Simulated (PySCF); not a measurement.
# C₆H₁₂FGaO: NMR shifts

Aim: predict the NMR shifts of C₆H₁₂FGaO (`CC(C)[O][Ga]([F])[CH]1CC1`).

Computed with PySCF 2.14.0, with density-fitted response routines of our own, on a single molecule in the gas phase. Atoms count from 0, in the outputs and in this text.

**1. The molecule as given**

21 atoms, charge 0, multiplicity 1; geometry from: GFN2-xTB.

Bonds of the start (Å): C0–C1 1.53, C1–C2 1.53, C1–O3 1.41, O3–Ga4 1.75, Ga4–F5 1.76, Ga4–C6 2.03, C6–C7 1.50, C7–C8 1.49, C8–C6 1.50, C0–H9 1.09, C0–H10 1.09, C0–H11 1.09, C1–H12 1.10, C2–H13 1.09, C2–H14 1.09, C2–H15 1.09, C6–H16 1.08, C7–H17 1.08, C7–H18 1.08, C8–H19 1.08, C8–H20 1.08.

**2. Nuclear shieldings: PBE0/pcSseg-1**

The job: settings as JSON, then the geometry in Å.

```
{"job": {"kind": "nmr", "xc": "PBE0", "basis": "pcSseg-1"}, "charge": 0, "multiplicity": 1}
C     -2.922647    -0.567181    -0.562761
C     -2.233835    -0.243526     0.760566
C     -1.841994     1.230254     0.825632
O     -1.115569    -1.078593     0.940004
Ga     0.590885    -1.008805     0.546648
F      1.247500    -2.636524     0.670639
C      1.980391     0.394746     0.068944
C      2.894855     0.130763    -1.093010
C      3.415206     0.026814     0.299133
H     -3.842325     0.003963    -0.664692
H     -3.153485    -1.628443    -0.606416
H     -2.252604    -0.322791    -1.387937
H     -2.919786    -0.470325     1.590469
H     -2.716473     1.869140     0.735622
H     -1.148533     1.448628     0.011156
H     -1.349890     1.435462     1.775505
H      1.685873     1.422106     0.252977
H      3.189404     0.974550    -1.701180
H      2.772231    -0.786794    -1.652796
H      4.079899     0.791295     0.675572
H      3.631979    -0.967796     0.670157
```

Level: GIAO PBE0/pcSseg-1 NMR shielding, non-relativistic, gas phase.

Launch:

```sh
> OMP_NUM_THREADS=1 python probes_run.py task.json out
```

One launch serves the whole session: the jobs run in the order shown.

Predict these results of the whole session: 13C shifts against TMS (PBE0/pcSseg-1, means over atoms taken as alike); 1H shifts against TMS (PBE0/pcSseg-1, means over atoms taken as alike); 17O shifts against H2O (PBE0/pcSseg-1); 19F shifts against CFCl3 (PBE0/pcSseg-1); shieldings of Ga (PBE0/pcSseg-1).

**Answer**, as computed:

| quantity | value |
| --- | --- |
| 13C shifts against TMS (PBE0/pcSseg-1, means over atoms taken as alike) | 73.2, 32.5, 8.4, 1.7 ppm |
| 1H shifts against TMS (PBE0/pcSseg-1, means over atoms taken as alike) | 4.52, 1.33, 0.83, 0.78, 0.19 ppm |
| 17O shifts against H2O (PBE0/pcSseg-1) | 146.4 ppm |
| 19F shifts against CFCl3 (PBE0/pcSseg-1) | -178.4 ppm |
| shieldings of Ga (PBE0/pcSseg-1) | Ga4 1515.9 ppm |

**Reading.** At PBE0/pcSseg-1: The widest tensor belongs to Ga4: span 494 ppm, with a paramagnetic part of -1127 ppm. Spin-orbit coupling is left out, which matters for shieldings and couplings at and beside the heavy atoms.
